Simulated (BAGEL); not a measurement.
# AlF3 (SMILES [F][Al]([F])[F]): HF/cc-pVDZ (DC, density fitting with cc-pvdz-jkfit)

What is the energy difference between two shapes of AlF3 at HF/cc-pVDZ (DC, density fitting with cc-pvdz-jkfit)? 

Program for the calculation: BAGEL 1.2.2.

12 further runs of the same task are left out: 4 that didn't finish, 8 set aside as unsound or not needed.

**1. Starting point**

AlF3: 4 atoms, total charge 0, spin state singlet. As SMILES, `[F][Al]([F])[F]`. Geometry: a GFN2-xTB relaxation, a rough one for these elements and not checked as a minimum.

Bond lengths: Al1–F2 1.631 Å, Al1–F3 1.631 Å, Al1–F4 1.631 Å. Angles: F2–Al1–F3 120.0°, F2–Al1–F4 120.0°, F3–Al1–F4 120.0°.

**2. The energy at HF/cc-pVDZ (DC, density fitting with cc-pvdz-jkfit)**

input.json reads:

```json
{ "bagel": [

{
  "title": "molecule",
  "basis": "cc-pvdz.json",
  "df_basis": "cc-pvdz-jkfit",
  "finite_nucleus": true,
  "geometry": [
    { "atom": "Al", "xyz": [    -0.00037795,    -0.00054802,    -0.00238105 ] },
    { "atom": "F", "xyz": [     3.08184095,    -0.05119268,     0.02549241 ] },
    { "atom": "F", "xyz": [    -1.49579382,     2.69473056,    -0.03144504 ] },
    { "atom": "F", "xyz": [    -1.58566919,    -2.64298986,     0.00831479 ] }
  ]
},

{ "title": "hf" },

{ "title": "dhf", "gaunt": false, "breit": false }

]}
```

The basis set cc-pVDZ is read from a file made from the Basis Set Exchange's data (not shown).

On the command line:

```
$ BAGEL_NUM_THREADS=1 BAGEL input.json > input.out
```

Standard output:

```text
* using 1 threads per process

  ===============================================================
  ===============================================================

  *** Geometry ***

  { "atom" : "Al", "xyz" : [     -0.000378,     -0.000548,     -0.002381 ] },
  { "atom" : "F", "xyz" : [      3.081841,     -0.051193,      0.025492 ] },
  { "atom" : "F", "xyz" : [     -1.495794,      2.694731,     -0.031445 ] },
  { "atom" : "F", "xyz" : [     -1.585669,     -2.642990,      0.008315 ] },

  Number of auxiliary basis functions:      322

  Since a DF basis is specified, we compute 2- and 3-index integrals:
    o Being stored without compression. Storage requirement is 0.009 GB

  Number of basis functions:       60
  Number of electrons      :       40

    * METHOD: MOLECULE                             0.07

  *** RHF ***

  === Nuclear Repulsion ===
   159.3952553172

      * DIIS with orbital gradients will be used.

  === RHF iteration (cc-pvdz.json) ===
      0       -540.13911909          0.02518411           0.02
      1       -540.32543521          0.01722324           0.02
      2       -540.45429626          0.00054096           0.02
      3       -540.45450731          0.00012285           0.02
      4       -540.45451950          0.00003182           0.02
      5       -540.45452049          0.00000464           0.02
      6       -540.45452052          0.00000088           0.02
      7       -540.45452052          0.00000035           0.02
      8       -540.45452052          0.00000008           0.02
      9       -540.45452052          0.00000001           0.02
     10       -540.45452052          0.00000000           0.02
    * SCF iteration converged.

    * Permanent dipole moment:
           (    0.001012,     0.001470,     0.006070) a.u.

    * METHOD: HF                                   0.30

  *** Geometry (Relativistic) ***

  *** Dirac HF ***

  === Nuclear Repulsion ===
   159.3952553172

      * DIIS with orbital gradients will be used.

  === Dirac RHF iteration (cc-pvdz.json, RKB) ===
      0       -541.17566682          0.00017707           1.98
      1       -541.17566119          0.00001142           2.04
      2       -541.17566275          0.00000668           2.03
      3       -541.17566347          0.00000144           2.02
      4       -541.17566355          0.00000019           2.01
      5       -541.17566355          0.00000003           2.04
      6       -541.17566355          0.00000001           2.04
    * SCF iteration converged.

    * Permanent dipole moment: Dirac Hartree-Fock
           (    0.001011,     0.001467,     0.006057) a.u.

    * METHOD: DHF                                 16.64

  ===============================================================
```

Run time: 17 s. Hardware: 1 thread of Arm Neoverse V1, shared host; peak memory 0.38 GiB.

**3. The distorted shape at the same level**

input.json reads:

```json
{ "bagel" : [

{
  "title" : "molecule",
  "basis" : "cc-pvdz.json",
  "df_basis" : "cc-pvdz-jkfit",
  "angstrom" : false,
  "finite_nucleus" : true,
  "geometry" : [
    { "atom" : "Al", "xyz" : [ -0.13520046, -0.06512185,  0.10040871 ] },
    { "atom" : "F", "xyz" : [  2.94035149,  0.07745609,  0.09666138 ] },
    { "atom" : "F", "xyz" : [ -1.75779867,  2.73854575,  0.08267552 ] },
    { "atom" : "F", "xyz" : [ -1.62008110, -2.46484348,  0.07474056 ] }
  ]
},
{ "title" : "hf" },
{ "title" : "dhf", "gaunt" : false, "breit" : false }

]}
```

The basis set cc-pVDZ is read from a file made from the Basis Set Exchange's data (not shown).

On the command line:

```
$ BAGEL_NUM_THREADS=1 BAGEL input.json > input.out
```

Standard output:

```text
* using 1 threads per process

  ===============================================================
  ===============================================================

  *** Geometry ***

  { "atom" : "Al", "xyz" : [     -0.135200,     -0.065122,      0.100409 ] },
  { "atom" : "F", "xyz" : [      2.940351,      0.077456,      0.096661 ] },
  { "atom" : "F", "xyz" : [     -1.757799,      2.738546,      0.082676 ] },
  { "atom" : "F", "xyz" : [     -1.620081,     -2.464843,      0.074741 ] },

  Number of auxiliary basis functions:      322

  Since a DF basis is specified, we compute 2- and 3-index integrals:
    o Being stored without compression. Storage requirement is 0.009 GB

  Number of basis functions:       60
  Number of electrons      :       40

    * METHOD: MOLECULE                             0.07

  *** RHF ***

  === Nuclear Repulsion ===
   161.6539442742

      * DIIS with orbital gradients will be used.

  === RHF iteration (cc-pvdz.json) ===
      0       -540.11612728          0.02517084           0.02
      1       -540.30509679          0.01705185           0.02
      2       -540.43179924          0.00060676           0.02
      3       -540.43203731          0.00022724           0.02
      4       -540.43206438          0.00008316           0.02
      5       -540.43206905          0.00001828           0.02
      6       -540.43206934          0.00000284           0.02
      7       -540.43206935          0.00000116           0.02
      8       -540.43206935          0.00000020           0.02
      9       -540.43206935          0.00000007           0.02
     10       -540.43206935          0.00000003           0.02
     11       -540.43206935          0.00000001           0.02
    * SCF iteration converged.

    * Permanent dipole moment:
           (   -0.032368,     0.358116,    -0.030285) a.u.

    * METHOD: HF                                   0.30

  *** Geometry (Relativistic) ***

  *** Dirac HF ***

  === Nuclear Repulsion ===
   161.6539442742

      * DIIS with orbital gradients will be used.

  === Dirac RHF iteration (cc-pvdz.json, RKB) ===
      0       -541.15338767          0.00017708           1.96
      1       -541.15338197          0.00001125           2.06
      2       -541.15338351          0.00000655           2.05
      3       -541.15338419          0.00000141           1.99
      4       -541.15338427          0.00000023           1.99
      5       -541.15338427          0.00000011           1.91
      6       -541.15338427          0.00000002           1.94
      7       -541.15338427          0.00000001           1.97
    * SCF iteration converged.

    * Permanent dipole moment: Dirac Hartree-Fock
           (   -0.032355,     0.357576,    -0.030219) a.u.

    * METHOD: DHF                                 18.38

  ===============================================================
```

Wall time 19 s (1 thread of Arm Neoverse V1, shared host); peak memory 0.38 GiB.

**4. Results**

At HF/cc-pVDZ (DC, density fitting with cc-pvdz-jkfit):

| quantity | value |
| --- | --- |
| first shape: total energy | -541.17566 Eh |
| first shape: dipole moment | 0.02 D |
| distorted shape: total energy | -541.15338 Eh |
| distorted shape: dipole moment | 0.92 D |
| energy change with the atoms displaced | 0.606 eV |

What this shows: With the atoms displaced the energy rises by 0.61 eV (58.5 kJ/mol). The first shape isn't relaxed at this level, so the change isn't measured from a minimum.
